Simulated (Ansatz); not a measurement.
# ClH5O4Si: the cost of one run

All numbers below are computed with Ansatz 0.2.0 (RKS PBE0-D4/def2-SVP).

## 1. The system as given

Bond lengths: Si1–O2 2.030 Å, O2–H3 1.010 Å, Si1–O4 1.680 Å, O4–H5 1.010 Å, Si1–O6 1.679 Å, O6–H7 1.010 Å, Si1–O8 1.679 Å, O8–H9 1.010 Å, Si1–Cl10 2.430 Å, Cl10–H11 1.545 Å. Angles (14 of 15 angles, heavy atoms first): O2–Si1–O4 109.4°, O2–Si1–O6 109.5°, O2–Si1–O8 109.5°, O2–Si1–Cl10 71.6°, O4–Si1–O6 109.5°, O4–Si1–O8 109.5°, O4–Si1–Cl10 67.1°, O6–Si1–O8 109.5°, O6–Si1–Cl10 72.9°, O8–Si1–Cl10 176.5°, Si1–O2–H3 109.5°, Si1–O4–H5 109.5°, Si1–O6–H7 109.5°, Si1–O8–H9 109.5°.

As a file:

```xyz
11

Si    0.0000    0.0000    0.0000
O     0.0000    0.0000    2.0300
H    -0.9095   -0.2814    2.3671
O     1.5842    0.0000   -0.5594
H     1.9006   -0.9521   -0.6761
O    -0.7913    1.3709   -0.5594
H    -1.7491    1.1401   -0.7818
O    -0.7913   -1.3709   -0.5594
H    -1.2459   -1.8365    0.2129
Cl    1.2744    1.9219    0.7662
H     0.6771    1.0211    1.8701
```

## 2. A restrained relaxation towards end A

Springs on the bonds that form and break draw the guess towards this end; the thresholds are loose.

Contents of input.yaml:

```yaml
crystal:
  periodic: [false, false, false]
  atoms:
    - { symbol: Si, position_ang: [0.0, 0.0, 0.0] }
    - { symbol: O, position_ang: [0.0, 0.0, 2.03] }
    - { symbol: H, position_ang: [-0.9095, -0.2814, 2.3671] }
    - { symbol: O, position_ang: [1.5842, 0.0, -0.5594] }
    - { symbol: H, position_ang: [1.9006, -0.9521, -0.6761] }
    - { symbol: O, position_ang: [-0.7913, 1.3709, -0.5594] }
    - { symbol: H, position_ang: [-1.7491, 1.1401, -0.7818] }
    - { symbol: O, position_ang: [-0.7913, -1.3709, -0.5594] }
    - { symbol: H, position_ang: [-1.2459, -1.8365, 0.2129] }
    - { symbol: Cl, position_ang: [1.2744, 1.9219, 0.7662] }
    - { symbol: H, position_ang: [0.6771, 1.0211, 1.8701] }
basis:
  gaussian: { orbitals: def2-SVP }
hamiltonian:
  xc: pbe0
  dispersion: d4
relax:
  f_tol: 0.15
  max_steps: 25
  restrain:
    - { distance: [0, 9], at: 3.33, k: 30.0 }
    - { distance: [10, 1], at: 2.21, k: 30.0 }
    - { distance: [0, 1], at: 1.68, k: 30.0 }
    - { distance: [10, 9], at: 1.37, k: 30.0 }
output:
  orbitals: {}
```

Command:

```console
$ ansatz run input.yaml --threads 4 --pin off --max-ram 5120MiB --backend cpu --events-out ev --progress --plain --runs-dir out
```

Q: Estimate wall time and peak memory on 4 threads of Arm Neoverse V1, shared host.

About 47 s, with a peak of 0.29 GiB.
